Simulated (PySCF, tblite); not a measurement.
**C9H8F2: geometry, infrared bands and NMR shifts**

Wanted: the infrared bands and NMR shifts of C9H8F2 (`C=C1C=CC=CC(C(F)F)=C1`), by calculation.

Computed with tblite 0.8.0 and PySCF 2.14.0, with density-fitted response routines of our own, on a single molecule in the gas phase. Atoms are numbered from 0 throughout.

## 1. The starting structure

19 atoms, charge 0, multiplicity 1; geometry from: force field or distance geometry start.

Bonds of the start (Å): C0–C1 1.34, C1–C2 1.34, C2–C3 1.34, C3–C4 1.34, C4–C5 1.34, C5–C6 1.34, C6–C7 1.53, C7–F8 1.37, C7–F9 1.35, C6–C10 1.36, C10–C1 1.35, C0–H11 1.08, C0–H12 1.10, C2–H13 1.10, C3–H14 1.10, C4–H15 1.10, C5–H16 1.10, C7–H17 1.09, C10–H18 1.09.

## 2. Relaxing the molecule with GFN2-xTB

Job settings and geometry (Å):

```
{"job": {"kind": "relax", "xc": "GFN2-xTB", "basis": "xTB"}, "charge": 0, "multiplicity": 1}
C     -2.277100    -1.210400    -0.853500
C     -1.332700    -0.390800    -0.367000
C     -1.739300     0.767900     0.163600
C     -1.029600     1.759700     0.709000
C      0.291200     1.815700     0.906600
C      1.222100     0.921100     0.563000
C      1.100300    -0.272100    -0.042700
C      2.385700    -1.067400    -0.274200
F      2.179300    -2.419500    -0.185800
F      3.342300    -0.788400     0.643300
C     -0.063300    -0.843800    -0.436900
H     -2.071100    -2.180400    -1.291700
H     -3.346400    -0.946100    -0.829900
H     -2.817700     0.977200     0.139700
H     -1.601100     2.621700     1.076500
H      0.654200     2.725300     1.399200
H      2.245000     1.228100     0.835300
H      2.783100    -0.863700    -1.272800
H      0.065200    -1.824800    -0.889100
```

Launch:

```sh
$ OMP_NUM_THREADS=1 python probes_run.py task.json out
```

The driver reads the jobs from task.json and runs them one after another.

**Question.** This job is followed by: GFN2-xTB harmonic vibrations, gas phase; GIAO PBE0/pcSseg-1 NMR shielding, non-relativistic, gas phase. What will the session give for the following? strongest single infrared mode (GFN2-xTB); zero-point energy (GFN2-xTB); 13C shifts against TMS (PBE0/pcSseg-1); 1H shifts against TMS (PBE0/pcSseg-1); 19F shifts against CFCl3 (PBE0/pcSseg-1, means over atoms taken as alike); surface potential, 1st and 99th percentile.

As calculated:

```
                                                                 quantity                                                              value
                                strongest single infrared mode (GFN2-xTB)                                              1030 cm⁻¹, 114 km/mol
                                             zero-point energy (GFN2-xTB)                                                      88.4 kcal/mol
                                   13C shifts against TMS (PBE0/pcSseg-1)  152.6, 149.1, 145.1, 139.9, 138.5, 136.3, 133.3, 120.5, 120.2 ppm
                                    1H shifts against TMS (PBE0/pcSseg-1)                 6.50, 6.10, 6.04, 5.78, 5.56, 5.54, 4.81, 4.77 ppm
19F shifts against CFCl3 (PBE0/pcSseg-1, means over atoms taken as alike)                                                         -143.5 ppm
                                    surface potential, 1st and 99th percentile                                                 -0.92 V and 1.20 V
```

In words: The optimisation took 73 steps and gained 1.072 eV; among the close pairs (by a distance rule), C1–C2 changed most, from 1.338 to 1.454 Å. No mode is imaginary among the 51: a minimum at this level. The strongest single mode, at 1030 cm⁻¹, is spread over many atoms; the largest shares are those of C7, F9. GFN2-xTB is a fitted tight-binding method: band positions and strengths are rough. Its intensities can rank the bands wrongly. NICS(1)zz of 20 ppm above the planar ring from C1 marks a paratropic (antiaromatic) ring current. By nearest atom (PBE0/pcSseg-1), the HOMO sits on C0 25 %; 4 C atoms about 9 % each and the LUMO on C2, C4, C10 about 17 % each; C5 14 %.
